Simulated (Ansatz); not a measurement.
# B3LYP/6-31G(d) (Cartesian functions) run of CHClFGeN (SMILES N#[C][GeH]([F])[Cl])

What is the vertical singlet–triplet gap of CHClFGeN at B3LYP/6-31G* (Cartesian functions)? 

The results are computed with Ansatz 0.2.0.

154 further runs of the same task are left out: 1 that didn't finish, 153 set aside as unsound or not needed.

**1. The molecule**

The species is CHClFGeN (6 atoms), meant as a singlet with charge 0. As SMILES, `N#[C][GeH]([F])[Cl]`. Geometry: relaxed at PBE0-D4/def2-TZVP.

Bond lengths: N1–C2 1.151 Å, C2–Ge3 1.913 Å, Ge3–F4 1.718 Å, Ge3–Cl5 2.113 Å, Ge3–H6 1.520 Å. Angles: N1–C2–Ge3 178.0°, C2–Ge3–F4 105.5°, C2–Ge3–Cl5 108.2°, F4–Ge3–Cl5 107.8°, C2–Ge3–H6 113.0°, F4–Ge3–H6 109.5°, Cl5–Ge3–H6 112.5°.

**2. The energy at B3LYP/6-31G(d) (Cartesian functions)**

Contents of job.yaml:

```yaml
crystal:
  periodic: [false, false, false]
  atoms:
    - {symbol: "N", position_ang: [-1.036900, -2.307000, 0.030700]}
    - {symbol: C, position_ang: [-0.544000, -1.267300, 0.040100]}
    - {symbol: Ge, position_ang: [0.237100, 0.477900, 0.107700]}
    - {symbol: F, position_ang: [1.896000, 0.253800, -0.276600]}
    - {symbol: Cl, position_ang: [-0.627600, 1.648100, -1.423900]}
    - {symbol: H, position_ang: [0.117300, 1.130400, 1.475800]}
basis:
  gaussian:
    orbitals: "6-31G*"
hamiltonian:
  xc: {name: B3LYP}
accuracy: high
output: {orbitals: {seedname: orbitals}}
```

On the command line:

```sh
ansatz run job.yaml --threads 1 --pin off --max-ram 3480MiB --events-out events.jsonl --progress --plain --runs-dir runs
```

Standard output:

```text
Warning: RAYON_NUM_THREADS=1 ignored (pool sized by the plan → 1); use --threads N
Functional definition: B3LYP
  name "B3LYP"
  parameter a0 = 0.2
  parameter ax = 0.72
  parameter ac = 0.81
  exchange = (1 - a0 - ax)*slater_x + ax*b88_x + a0*exact_x
  correlation = (1 - ac)*vwn_rpa_c + ac*lyp_c
1990 factors; integrals over basis functions are off by at most 4.8e-9 eV
mean field evaluation 1: about -74290.3333 eV, gradient 5.3e1 eV
mean field evaluation 2: about -74274.6034 eV, gradient 1.0e2 eV
mean field evaluation 4: about -74295.5071 eV, gradient 7.1e0 eV
mean field evaluation 8: about -74295.6627 eV, gradient 6.7e-1 eV
mean field evaluation 16: about -74295.6636 eV, gradient 3.2e-5 eV
mean field -74295.66358038 eV, -2730.3152771695 hartree, gradient 8.8e-9 eV, S^2 0.000000; 0 other end points of the search recorded, 0 dependent functions left out
reference -74295.66361908 eV, -2730.3152785917 hartree; 36, 36 occupied and 65, 65 virtual orbitals, 1990 factors
Total energy: -74295.66361908 eV, -2730.3152785917 hartree
```

Run time: 12 s. Hardware: 1 thread of Arm Neoverse V1, shared host; peak memory 0.38 GiB.

**3. The triplet, same level**

Contents of run.yaml:

```yaml
crystal:
  periodic: [false, false, false]
  atoms:
    - {symbol: "N", position_ang: [-1.036900, -2.307000, 0.030700]}
    - {symbol: C, position_ang: [-0.544000, -1.267300, 0.040100]}
    - {symbol: Ge, position_ang: [0.237100, 0.477900, 0.107700]}
    - {symbol: F, position_ang: [1.896000, 0.253800, -0.276600]}
    - {symbol: Cl, position_ang: [-0.627600, 1.648100, -1.423900]}
    - {symbol: H, position_ang: [0.117300, 1.130400, 1.475800]}
basis:
  gaussian:
    orbitals: "6-31G*"
total_charge: 0
magnetization:
  spin_polarized: true
  initial_magnetization: 2
hamiltonian:
  xc: {name: B3LYP}
accuracy: high
output: {orbitals: {seedname: orbitals}}
```

On the command line:

```sh
ansatz run run.yaml --threads 1 --pin off --max-ram 3480MiB --events-out events.jsonl --progress --plain --runs-dir runs
```

Standard output:

```text
Warning: RAYON_NUM_THREADS=1 ignored (pool sized by the plan → 1); use --threads N
Functional definition: B3LYP
  name "B3LYP"
  parameter a0 = 0.2
  parameter ax = 0.72
  parameter ac = 0.81
  exchange = (1 - a0 - ax)*slater_x + ax*b88_x + a0*exact_x
  correlation = (1 - ac)*vwn_rpa_c + ac*lyp_c
1990 factors; integrals over basis functions are off by at most 4.8e-9 eV
mean field evaluation 1: about -74275.5089 eV, gradient 4.8e1 eV
mean field evaluation 2: about -74063.2398 eV, gradient 1.5e2 eV
mean field evaluation 4: about -74279.8975 eV, gradient 4.0e1 eV
mean field evaluation 8: about -74289.4791 eV, gradient 1.1e0 eV
mean field evaluation 16: about -74289.5697 eV, gradient 3.5e-2 eV
mean field evaluation 32: about -74289.5721 eV, gradient 7.6e-3 eV
mean field evaluation 64: about -74289.0761 eV, gradient 2.5e0 eV
mean field -74289.57207365 eV, -2730.0914184261 hartree, gradient 2.9e-8 eV, S^2 2.004317; 7 other end points of the search recorded, 0 dependent functions left out
reference -74289.57211254 eV, -2730.0914198554 hartree; 37, 35 occupied and 64, 66 virtual orbitals, 1990 factors
Total energy: -74289.57211254 eV, -2730.0914198554 hartree
```

Wall time 55 s (1 thread of Arm Neoverse V1, shared host); peak memory 0.62 GiB.

**4. Summary of results**

Level: B3LYP/6-31G* (Cartesian functions).

| quantity | value |
| --- | --- |
| singlet: total energy | -2730.31528 Eh |
| singlet: HOMO energy | -9.59 eV |
| singlet: LUMO energy | -1.54 eV |
| singlet: HOMO–LUMO gap | 8.05 eV |
| triplet: total energy | -2730.09142 Eh |
| triplet: HOMO energy (highest over α and β) | -4.32 eV |
| triplet: ⟨S²⟩ | 2.004 |
| vertical energy of the triplet above the singlet | 6.092 eV |

At this shape the triplet lies 6.09 eV (140 kcal/mol) above the singlet.
